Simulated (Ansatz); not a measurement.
# Rb (Cmcm): equation of state with a fit from a Python script

Where is the equilibrium volume of Rb (Cmcm), and how stiff is it? The task is an equation of state with a fit, for Rb (Cmcm).

Program: Ansatz 0.2.0 through its Python package. Level of theory: DFT r2SCAN, plane waves, PAW. These are calculated values, not measurements.

**1. Starting point**

The structure is orthorhombic, space group Cmcm (No. 63). Conventional cell: a = 5.076 Å, b = 8.889 Å, c = 8.448 Å, α = 90.00°, β = 90.00°, γ = 90.00°.

No structure file is read: the coordinates are typed or built in the script.

**2. Script**

eos_rb.py

```python
"""Equation of state of Rb."""

import ansatz as az
from ase.eos import EquationOfState
from ase.units import GPa
import numpy as np

VECTORS = np.array([
    [2.538176, -4.444719, 0.0],
    [2.538176, 4.444719, 0.0],
    [0.0, 0.0, 8.448003],
])
SITES = [
    ("Rb", [0.839711, 0.160289, 0.75]),
    ("Rb", [0.160289, 0.839711, 0.25]),
]


def make_crystal(cell):
    crystal = az.Crystal(lattice=az.Lattice.of(cell))
    for symbol, position in SITES:
        crystal = crystal.atom(symbol, position)
    return crystal

# scale the volume, keep shape and fractions
volumes, energies, pressures = [], [], []
for scale in np.linspace(0.92, 1.08, 7):
    cell = VECTORS * scale ** (1 / 3)
    calculation = make_crystal(cell).calculation()
    calculation = calculation.pseudopotentials("paw")
    calculation = calculation.functional("r2SCAN").occupations("cold")
    calculation = calculation.basis(600).kpoints(7, 7, 4)
    calculation = calculation.stress()
    rep = calculation.run(threads=1).report
    volumes.append(abs(np.linalg.det(cell)) / len(SITES))
    energies.append(rep["free_energy_ev"] / len(SITES))
    pressures.append(np.trace(rep["stress_gpa"]) / 3)
    print(f"V = {volumes[-1]:8.4f} A^3/atom  F = {energies[-1]:.5f} eV/atom  P = {pressures[-1]:8.3f} GPa")

eos = EquationOfState(volumes, energies, eos="birchmurnaghan")
v0, e0, bulk = eos.fit()
print(f"V0 = {v0:.4f} A^3/atom, E0 = {e0:.5f} eV/atom, B = {bulk / GPa:.1f} GPa")
eos.plot("eos.png")
```

**3. Running it**

Command:

```
$ python eos_rb.py
```

**Question.** Estimate the equilibrium volume and the bulk modulus.

**Answer**, as computed:

| quantity | value |
| --- | --- |
| runs compared | 7 |
| range of energy | 5.68 meV/atom |
| lowest point, volume (Å³/atom) | 95.306 |
| equilibrium volume (fit) | 95.27 Å³/atom |
| bulk modulus (fit) | 3 GPa |

**Reading.** A third-order Birch-Murnaghan fit through the 7 points has its minimum at 95.27 Å³ an atom, 0.0 % below the typed cell, with a bulk modulus of 3 GPa and dB/dP = 3.6. From that minimum the energy rises by 5.7 meV an atom on the compressed side and 4.5 meV on the expanded side. Reading the output:
- Shape and fractional positions are held along the curve, so the bulk modulus is an upper value where they are free to relax, by a factor of two or more in layered or hydrogen-bonded cells.
- Pressure is positive in compression.
- This isn't the structure that Rb takes at ambient conditions. Whether this is the phase that is stable at ambient conditions was not tested.
